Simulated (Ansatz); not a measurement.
# WS2: the cost of one run

Program: Ansatz 0.2.0. Level of theory: DFT LDA, scalar-relativistic, plane waves, PAW. These are calculated values, not measurements.

The COD entry's cell or inner coordinates are ideal or old and differ from later refinements, so a difference from it is no clean test against experiment.

16 further runs of the same task are left out: 16 set aside as unsound or not needed. Runs told in other sessions of the task aren't counted.

## Step 1: The structure to begin with

The structure is hexagonal, space group P6_3/mmc (No. 194). Conventional cell: a = 3.127 Å, b = 3.127 Å, c = 12.152 Å, α = 90.00°, β = 90.00°, γ = 120.00°. Around W (site symmetry -6m2) lie 6 S at 2.39 Å. Around S (site symmetry 3m) lie 3 W at 2.39 Å.

Coordinates:

```xyz
6
Lattice="3.1266 0.0000 0.0000 -1.5633 2.7077 0.0000 0.0000 0.0000 12.1520" Properties=species:S:1:pos:R:3 pbc="T T T"
W     0.0000    1.8051    3.0380
W     1.5633    0.9026    9.1140
S     0.0000    1.8051    7.5517
S     1.5633    0.9026    1.4756
S     0.0000    1.8051   10.6764
S     1.5633    0.9026    4.6004
```

It is the result of an earlier relaxation at this level (volume 17.15 Å³/atom; gap on the mesh: 0.84 eV).

## Step 2: What is varied

Atoms count from 1 in the order of the input.

The energy is mapped over a free internal coordinate and the cell.

- shift of S3 along [0 0 1], its symmetry partners moved as symmetry demands (measured in the relaxed cell): 7 values from −0.250 to 0.250 Å
- volume per atom at fixed shape: 7 values from 15.78 to 18.52 Å³

Nothing else is relaxed (all other coordinates fixed). Energies count from the relaxed crystal. Points are written as (first, second).

## Step 3: Point (−0.250 Å, 17.15 Å³)

input.yaml reads:

```yaml
crystal:
  lattice:
    - [3.126590516, 0.0, 0.0]
    - [-1.563295258, 2.7077068141, 0.0]
    - [0.0, 0.0, 12.1520250223]
  atoms:
    - { symbol: W, position: [0.3333333333, 0.6666666667, 0.25] }
    - { symbol: W, position: [0.6666666667, 0.3333333333, 0.75] }
    - { symbol: S, position: [0.3333333333, 0.6666666667, 0.6008596918] }
    - { symbol: S, position: [0.6666666667, 0.3333333333, 0.1008596918] }
    - { symbol: S, position: [0.3333333333, 0.6666666667, 0.8991403082] }
    - { symbol: S, position: [0.6666666667, 0.3333333333, 0.3991403082] }
basis:
  ecutwfc: 420
kpoints:
  mp_grid: { grid: [12, 12, 4] }
hamiltonian:
  xc: lda
  pseudopotentials: { kind: paw, azcp: { folder: soft_1 } }
scf:
  occupations: { method: gaussian, width: 0.05 }
output:
  forces: true
  stress: true
  eigenvalues: true
```

The run is started by

```sh
$ ansatz run input.yaml --threads 2 --pin off --max-ram 4096MiB --backend cpu --events-out ev --progress --plain --runs-dir out
```

What time and memory should one allow on 2 threads of Arm Neoverse V1, shared host?

About 6.5 s, with a peak of 0.42 GiB.
